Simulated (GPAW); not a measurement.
# Al2O3: single point with GLLB-SC

Al2O3:

```xyz
10
Lattice="2.3770 1.3724 4.3300 -2.3770 1.3724 4.3300 0.0000 -2.7447 4.3300" Properties=species:S:1:pos:R:3 pbc="T T T"
Al    0.0000    0.0000   11.0711
Al    0.0000    0.0000    8.4139
Al    0.0000    0.0000    1.9189
Al    0.0000    0.0000    4.5761
O    -0.9204   -1.3724    5.4125
O     1.6487   -0.1109    5.4125
O    -0.7283    1.4832    5.4125
O     0.9204    1.3724    7.5775
O    -1.6487    0.1109    7.5775
O     0.7283   -1.4832    7.5775
```

```
Program             : GPAW 26.7.0
Task                : single point
Functional          : GLLB-SC
Potentials or basis : the program's PAW data sets (release 1.2.1) made for this functional
Cutoff              : 800 eV
Basis               : pw
k mesh              : 4 × 4 × 4
Occupations         : fermi-dirac, width 0.05 eV
Spin                : no spin polarisation
Maxiter             : 150
```

```
Band gap on the k mesh, Kohn-Sham part alone : 7.25 eV, direct
```

Levels at points of the mesh, in eV from the valence-band top:
```tsv
k point	band 22	band 23	band 24	band 25	band 26	band 27
(0.00, 0.00, 0.00)	-0.06	-0.06	0.00	7.25	10.39	12.61
(0.50, 0.00, 0.00)	-0.90	-0.29	-0.29	10.46	10.46	11.09
(0.50, 0.50, 0.00)	-0.81	-0.69	-0.28	10.90	10.95	11.11
(0.50, 0.50, 0.50)	-0.37	-0.37	-0.37	9.70	9.70	12.76
```

Run time: 2.1 min on 1 thread of Intel(R) Xeon(R) Platinum 8375C CPU @ 2.90GHz (Ice Lake) (shared host), peak memory 0.32 GiB.

The gap isn't set beside the measured one, since the derivative discontinuity is missing.

Caveat: a model potential gives levels but no total energy.
